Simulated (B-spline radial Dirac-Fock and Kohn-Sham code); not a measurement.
# Tb²⁰⁺: core levels and X-ray properties

What does theory give for Tb²⁰⁺? The session works out its X-ray form factor and Compton profile, the binding energy of each subshell and its two-hole states.

Method: a free atom or ion on a radial basis; each step names its model; computed with B-spline radial Dirac-Fock and Kohn-Sham code, version 2.

## (1) What is computed

The Tb²⁰⁺ ion in the configuration [Kr] 4d9.

| Property | Result |
| --- | --- |
| nuclear charge | 65 |
| electrons | 45 |
| mass number | 159 |
| nuclear rms radius | 5.06 fm |

## (2) Form factor and Compton profile

Model: Dirac-Fock average of configuration, finite nucleus; form factor of the spherical density, Waller-Hartree incoherent function, impulse-approximation Compton profiles.

Recorded inputs:

```ini
task = scatter
Z = 65
charge = 20
configuration = 1s2 2s2 2p6 3s2 3p6 3d10 4s2 4p6 4d9
mass_number = 159
rms_radius = 5.06  # fm
s = [0.0, 0.07, 0.08, 0.1, 0.12, 0.15, 0.19, 0.23, 0.29, 0.36, 0.44, 0.55, 0.67, 0.83, 1.03, 1.27, 1.56, 1.93, 2.38, 2.94, 3.63, 4.48, 5.53]  # 1/A
pz = [0, 0.1, 0.14, 0.19, 0.26, 0.35, 0.49, 0.67, 0.92, 1.3, 1.7, 2.4, 3.3, 4.5, 6.1, 8.4, 12.0, 16.0, 22.0, 30.0, 41.0]  # a.u.
photon_energy = [1000, 2000, 8047.8, 17479.3, 30000, 100000, 200000, 500000]  # eV
```

## (3) Core and valence levels

Model: Dirac-Fock average of configuration, Delta-SCF, finite nucleus, first-order Breit with its frequency dependence, self-energy and vacuum polarisation.

The run's settings:

```ini
task = binding
```

## (4) Double vacancies and Auger multiplets

Model: Dirac-Fock average of configuration, Delta-SCF, finite nucleus, first-order Breit with its frequency dependence, self-energy and vacuum polarisation; two-hole levels by intermediate coupling within the shell, Auger rates as independent-particle Coulomb matrix elements.

Recorded inputs:

```ini
task = double
```

Before running it: what results should come out? Wanted: rms radius of the electron cloud; form factor halves at; Compton profile at zero; deepest level listed, K; least bound, N4,5; Kα1; largest U, K K; strongest line of K-L123.

The runs gave:

| quantity | value |
| --- | --- |
| rms radius of the electron cloud | 0.393 bohr |
| form factor halves at | 0.96 1/Å |
| Compton profile at zero | 3.111 1/a.u. |
| deepest level listed, K (1s) | 52551.2 eV |
| least bound, N4,5 (4d) | 655.6 eV |
| Kα1 | 44476.5 eV |
| ionisation energy, NIST (theoretical) | 651.000 eV |
| largest U, K K | 1175.0 eV |
| strongest line of K-L123 | L2L3, J = 2, 35422.8 eV |

**Reading.** The form factor starts at the 45 electrons and halves by s = 0.96 1/Å. Incoherent scattering outweighs coherent from 200 keV on, among the energies asked. The K (1s) level lies 64.0 eV under Koopmans' value by relaxation alone; Breit gives -149.67 and QED -77.46 eV. NIST's ionisation energy differs by -4.61 eV from the least binding energy; the calculation averages open shells over their j components and terms. Two holes repel most in K K, by 1175.0 eV, and least in M3 M3, by 79.23 eV. In the K-L123 Auger group the L2L3 J = 2 line carries 40 % of the rate. The Hartree-Fock and Dirac-Fock values hold no electron correlation.
